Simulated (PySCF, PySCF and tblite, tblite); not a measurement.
# C5H7FO: a path driven as rotation about a bond, and NMR exchange, part 2 of 2

PySCF and tblite. Atoms count from 0. Earlier steps stand in the parts before.

## (11) Single-point energy, saddle of leg 1: PBE0/pcSseg-1

Job settings and geometry (Å):

```
{"job": {"kind": "sp", "xc": "PBE0", "basis": "pcSseg-1", "pop": false}, "charge": 0, "multiplicity": 1}
C      2.784310    -0.159928     0.076468
C      1.565071     0.334038    -0.063545
O      0.469832    -0.454149     0.119653
C     -0.798848     0.032466    -0.018346
C     -1.191470     1.259134    -0.329166
C     -1.761260    -1.100305     0.251363
F     -3.063027    -0.703627     0.135693
H      3.647198     0.460738    -0.067939
H      2.942871    -1.190644     0.337190
H      1.391301     1.368145    -0.325367
H     -2.240760     1.473731    -0.396484
H     -0.521466     2.075312    -0.523638
H     -1.600649    -1.913657    -0.465787
H     -1.623104    -1.481253     1.269906
```

Log:

```text
coarse grid: 11944 points
cycle   1  E = -369.1511493743  dE =  9.944e-01  |g| = 6.625e-01  |ddm| = 3.291e+00
cycle   2  E = -369.0886289434  dE =  6.252e-02  |g| = 8.888e-01  |ddm| = 1.021e+00
cycle   3  E = -369.2322921793  dE = -1.437e-01  |g| = 1.052e-01  |ddm| = 6.242e-01
cycle   4  E = -369.2344529337  dE = -2.161e-03  |g| = 4.984e-02  |ddm| = 1.257e-01
cycle   5  E = -369.2349364837  dE = -4.835e-04  |g| = 1.690e-02  |ddm| = 4.460e-02
cycle   6  E = -369.2349930150  dE = -5.653e-05  |g| = 2.982e-03  |ddm| = 1.279e-02
cycle   7  E = -369.2349949048  dE = -1.890e-06  |g| = 6.317e-04  |ddm| = 2.506e-03
final grid: 116456 points
cycle   8  E = -369.2945484496  dE = -3.084e-05  |g| = 1.117e-02  |ddm| = 2.534e-02
cycle   9  E = -369.2945215918  dE =  2.686e-05  |g| = 1.673e-02  |ddm| = 1.617e-02
cycle  10  E = -369.2945718351  dE = -5.024e-05  |g| = 2.022e-03  |ddm| = 1.044e-02
cycle  11  E = -369.2945727908  dE = -9.557e-07  |g| = 4.462e-04  |ddm| = 1.929e-03
cycle  12  E = -369.2945728279  dE = -3.715e-08  |g| = 1.434e-04  |ddm| = 4.030e-04
cycle  13  E = -369.2945728324  dE = -4.420e-09  |g| = 1.850e-05  |ddm| = 1.038e-04
cycle  14  E = -369.2945728324  dE = -5.389e-11  |g| = 9.855e-06  |ddm| = 2.058e-05
converged SCF energy = -369.2945728324
```

It took 5 s on 1 thread of Intel Xeon 6975P-C, shared host; peak memory 0.59 GiB.

In short: HOMO -6.72 eV, LUMO -0.12 eV; dipole 1.48 D.

Single-point energy, minimum 1: PBE0/pcSseg-1:

Job settings and geometry (Å):

```
{"job": {"kind": "sp", "xc": "PBE0", "basis": "pcSseg-1", "pop": false}, "charge": 0, "multiplicity": 1}
C      2.773444    -0.107049    -0.059022
C      1.538422     0.318172     0.144668
O      0.472086    -0.526929     0.055910
C     -0.789150    -0.015331    -0.071242
C     -1.120376     1.194588    -0.497522
C     -1.790091    -1.072029     0.325110
F     -3.073576    -0.677068     0.073750
H      3.609088     0.553859     0.066591
H      2.973918    -1.123276    -0.346149
H      1.313000     1.337147     0.435911
H     -2.154649     1.475280    -0.554215
H     -0.396397     1.922384    -0.814623
H     -1.609066    -1.991951    -0.242425
H     -1.719226    -1.287037     1.398315
```

Log:

```text
coarse grid: 11944 points
cycle   1  E = -369.1518447308  dE =  9.901e-01  |g| = 6.632e-01  |ddm| = 3.282e+00
cycle   2  E = -369.0884402778  dE =  6.340e-02  |g| = 8.936e-01  |ddm| = 1.034e+00
cycle   3  E = -369.2331414628  dE = -1.447e-01  |g| = 1.025e-01  |ddm| = 6.336e-01
cycle   4  E = -369.2351854307  dE = -2.044e-03  |g| = 4.904e-02  |ddm| = 1.244e-01
cycle   5  E = -369.2356566503  dE = -4.712e-04  |g| = 1.693e-02  |ddm| = 4.490e-02
cycle   6  E = -369.2357132516  dE = -5.660e-05  |g| = 3.049e-03  |ddm| = 1.299e-02
cycle   7  E = -369.2357152116  dE = -1.960e-06  |g| = 6.770e-04  |ddm| = 2.595e-03
final grid: 116456 points
cycle   8  E = -369.2958053565  dE = -3.610e-05  |g| = 1.124e-02  |ddm| = 2.716e-02
cycle   9  E = -369.2957782932  dE =  2.706e-05  |g| = 1.680e-02  |ddm| = 1.668e-02
cycle  10  E = -369.2958291642  dE = -5.087e-05  |g| = 2.047e-03  |ddm| = 1.070e-02
cycle  11  E = -369.2958301364  dE = -9.723e-07  |g| = 4.607e-04  |ddm| = 1.976e-03
cycle  12  E = -369.2958301757  dE = -3.929e-08  |g| = 1.560e-04  |ddm| = 4.279e-04
cycle  13  E = -369.2958301809  dE = -5.217e-09  |g| = 1.990e-05  |ddm| = 1.147e-04
cycle  14  E = -369.2958301810  dE = -6.105e-11  |g| = 1.112e-05  |ddm| = 2.257e-05
converged SCF energy = -369.2958301810
```

Wall time 4.9 s (1 thread of Intel Xeon 6975P-C, shared host); peak memory 0.59 GiB.

In short: HOMO -6.78 eV, LUMO -0.04 eV; dipole 1.44 D.

## (12) The path in numbers

Job settings and geometry (Å):

```
{"job": {"smiles": "C=COC(=C)CF", "charge": 0, "mult": 1, "motion": "rotation", "what": "enol ether", "atoms": [3, 2], "drives": [{"terms": [["t", [4, 3, 2, 1], 0.5], ["t", [5, 3, 2, 1], 0.5]], "by": 180, "n": 12}], "study": "path", "level": {"kind": "nmr", "xc": "PBE0", "basis": "pcSseg-1"}, "fields": [80, 90, 200], "first": 3, "seed": 62, "kind": "path"}, "charge": 0, "multiplicity": 1}
C      2.767775    -0.045885     0.164738
C      1.540425     0.219616    -0.248260
O      0.468954    -0.495218     0.199378
C     -0.792231     0.009125     0.045073
C     -1.125421     1.277493    -0.143647
C     -1.789934    -1.116827     0.155697
F     -3.076066    -0.656442     0.176818
H      3.608977     0.485522    -0.236429
H      2.956661    -0.803694     0.903181
H      1.326557     0.978185    -0.991849
H     -2.158724     1.548077    -0.247583
H     -0.403710     2.072611    -0.181116
H     -1.701178    -1.796141    -0.700864
H     -1.622761    -1.676895     1.082697
```

Log:

```text
stationary points (kcal/mol above the start)
  n  kind          group   xTB      DFT    lowest mode
  0  minimum      C1       0.00     0.00      45.2
  1  saddle       Cs       0.35     0.83     -80.4
  2  intermediate C1       0.00     0.01      45.8
  3  saddle       C1       3.67     2.95     -82.7
  4  minimum      C1       2.34     4.68      43.0

GFN2-xTB energies: T/K, barrier G, reaction G (kcal/mol), k forward, k back (1/s)
 150.00     3.43     2.31   3.14e+07   7.26e+10
 200.00     3.51     2.30   6.06e+08   1.99e+11
 250.00     3.61     2.29   3.65e+09    3.7e+11
 298.15     3.71     2.28   1.18e+10   5.53e+11
 350.00     3.84     2.27    2.9e+10   7.56e+11
 400.00     3.96     2.25   5.57e+10   9.44e+11
 500.00     4.25     2.21   1.39e+11   1.28e+12

PBE0/pcSseg-1 + D3(BJ) energies: T/K, barrier G, reaction G (kcal/mol), k forward, k back (1/s)
 150.00     2.70     4.65    3.6e+08   2.14e+15
 200.00     2.78     4.64   3.75e+09   4.46e+14
 250.00     2.88     4.63   1.55e+10   1.74e+14
 298.15     2.98     4.62   3.88e+10   9.49e+13
 350.00     3.11     4.61   7.84e+10   5.91e+13
 400.00     3.24     4.59    1.3e+11   4.18e+13
 500.00     3.52     4.55   2.62e+11   2.56e+13
```

Run time: 51 s. Hardware: 1 thread of Intel Xeon 6975P-C, shared host; peak memory 0.75 GiB. This counts the whole study up to here.

Barriers by level (kcal/mol; entropies in cal/(mol K)). Zero-point and thermal terms come from xTB in every row. ΔG‡ leaves symmetry out; the rate counts one path and all 2 saddles; effective ΔG‡, where given, is the barrier that would give that rate by Eyring's equation alone:

| level | ΔE‡ | with zero-point | ΔH‡ | ΔS‡ | ΔG‡ (298 K) | ΔE of reaction | k at 298 K (1/s) | effective ΔG‡ |
| --- | --- | --- | --- | --- | --- | --- | --- | --- |
| GFN2-xTB | 3.67 | 3.31 | 2.90 | -2.7 | 3.71 | 2.34 | 1.2e+10 | 3.71 |
| PBE0/pcSseg-1 + D3(BJ) | 2.95 | 2.58 | 2.17 | -2.7 | 2.98 | 4.68 | – | – |

Where the barrier is not positive, the rates in the log have no meaning.

## (13) Results

The summary covers parts 1 to 2.

| quantity | value |
| --- | --- |
| barrier (GFN2-xTB) | ΔE‡ 3.7 kcal/mol |
| xTB's saddle at PBE0/pcSseg-1 + D3(BJ) | 3.0 kcal/mol from the start, 2.6 with zero-point energy |

What this shows: On the xTB geometries PBE0/pcSseg-1 + D3(BJ) finds no proper saddle: the saddle lies below the end, so these points are not stationary on its surface. No rate or coalescence follows from it.
